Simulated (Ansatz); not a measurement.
# C2H4O2Si: the cost of one run

All numbers below are computed with Ansatz 0.2.0 (RKS PBE-D4/def2-SVP).

## 1. The system as given

Bond lengths: C1–C2 1.318 Å, C2–O3 1.304 Å, O3–Si4 1.638 Å, C2–O5 1.306 Å, Si4–O5 1.610 Å, C1–H6 1.150 Å, C1–H7 1.070 Å, Si4–H8 1.514 Å, Si4–H9 1.479 Å. Angles: C1–C2–O3 130.5°, C1–C2–O5 126.2°, O3–C2–O5 103.3°, C2–C1–H6 118.4°, C2–C1–H7 124.5°, H6–C1–H7 116.8°, C2–O3–Si4 88.7°, O3–Si4–O5 78.1°, O3–Si4–H8 108.8°, O3–Si4–H9 115.7°, O5–Si4–H8 111.0°, O5–Si4–H9 118.9°, H8–Si4–H9 117.7°, C2–O5–Si4 89.8°.

Coordinates:

```xyz
9

C     0.5518    1.2996   -1.1016
C     0.1234    0.3472   -0.2970
O    -0.5904    0.4164    0.7918
Si   -0.3884   -1.1978    0.9809
O     0.3563   -0.9315   -0.4218
H     0.2333    2.3838   -0.8857
H     1.1051    1.1297   -2.0011
H    -1.7207   -1.8841    0.7669
H     0.4181   -1.6097    2.1503
```

## 2. End point A

The input, input.yaml:

```yaml
crystal:
  periodic: [false, false, false]
  atoms:
    - { symbol: C, position_ang: [0.5518, 1.2996, -1.1016] }
    - { symbol: C, position_ang: [0.1234, 0.3472, -0.297] }
    - { symbol: O, position_ang: [-0.5904, 0.4164, 0.7918] }
    - { symbol: Si, position_ang: [-0.3884, -1.1978, 0.9809] }
    - { symbol: O, position_ang: [0.3563, -0.9315, -0.4218] }
    - { symbol: H, position_ang: [0.2333, 2.3838, -0.8857] }
    - { symbol: H, position_ang: [1.1051, 1.1297, -2.0011] }
    - { symbol: H, position_ang: [-1.7207, -1.8841, 0.7669] }
    - { symbol: H, position_ang: [0.4181, -1.6097, 2.1503] }
basis:
  gaussian: { orbitals: def2-SVP }
hamiltonian:
  xc: pbe
  dispersion: d4
relax:
  f_tol: 0.015
  max_steps: 40
output:
  orbitals: {}
```

Started as:

```
$ ansatz run input.yaml --threads 2 --pin off --max-ram 3072MiB --backend cpu --events-out ev --progress --plain --runs-dir out
```

**Question.** How long does this run take on 2 threads of Arm Neoverse V1, shared host, and how much memory does it need?

About 11 s, with a peak of 0.13 GiB.
